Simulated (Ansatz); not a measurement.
# CH3FOSi: the cost of one run

Computed with Ansatz 0.2.0, Gaussian basis. Level: the settings change from run to run.

### Step 1. The molecule

The geometry comes from an earlier relaxation with PBE0-D4 in a triple-zeta def2 set; it is a stationary point, not always the lowest conformer.

SMILES `O=C[SiH2]F`, 7 atoms, charge 0, spin multiplicity 1.

Atoms are counted from 1 here; the program's logs count them from 0.

Bond lengths: O1–C2 1.206 Å, C2–Si3 1.917 Å, C2–H5 1.115 Å, Si3–F4 1.600 Å, Si3–H6 1.480 Å, Si3–H7 1.480 Å. Angles: O1–C2–Si3 117.9°, O1–C2–H5 120.1°, Si3–C2–H5 122.0°, C2–Si3–F4 109.7°, C2–Si3–H6 108.7°, C2–Si3–H7 108.6°, F4–Si3–H6 109.1°, F4–Si3–H7 109.1°, H6–Si3–H7 111.7°.

### Step 2. revPBE0/def2-SVPD

This run has charge +1, multiplicity 2, atoms shaken by 0.08 Å, a point charge of 0.50 e beside it, high accuracy, the search for lower states set to full.

Input file in.yaml:

```yaml
crystal:
  periodic: [false, false, false]
  atoms:
    - {symbol: O, position_ang: [0.652509, -1.701225, 0.929730]}
    - {symbol: C, position_ang: [0.142903, -1.121683, 0.003978]}
    - {symbol: Si, position_ang: [0.040545, 0.807644, 0.022650]}
    - {symbol: F, position_ang: [-0.636309, 1.423657, -1.355951]}
    - {symbol: H, position_ang: [0.078796, -1.654584, -0.805516]}
    - {symbol: H, position_ang: [-1.262611, 0.913624, 1.117760]}
    - {symbol: H, position_ang: [1.109242, 1.270250, 0.495177]}
basis:
  gaussian: {orbitals: def2-SVPD, point_charges: [{charge: 0.50, position_ang: [5.924, 0.380, 0.317]}]}
total_charge: 1
magnetization: {spin_polarized: true, initial_magnetization: 1}
hamiltonian: {xc: {name: revPBE0}}
accuracy: high
scf: {lower_state_search: full}
output: {forces: true}
```

Started as:

```bash
> ansatz run in.yaml --threads 2 --pin off --events-out ev --progress --plain --max-ram 4352MiB
```

Q: Estimate wall time and peak memory on 2 threads of AMD EPYC 7B13, shared host.

About 25 s, with a peak of 0.67 GiB.
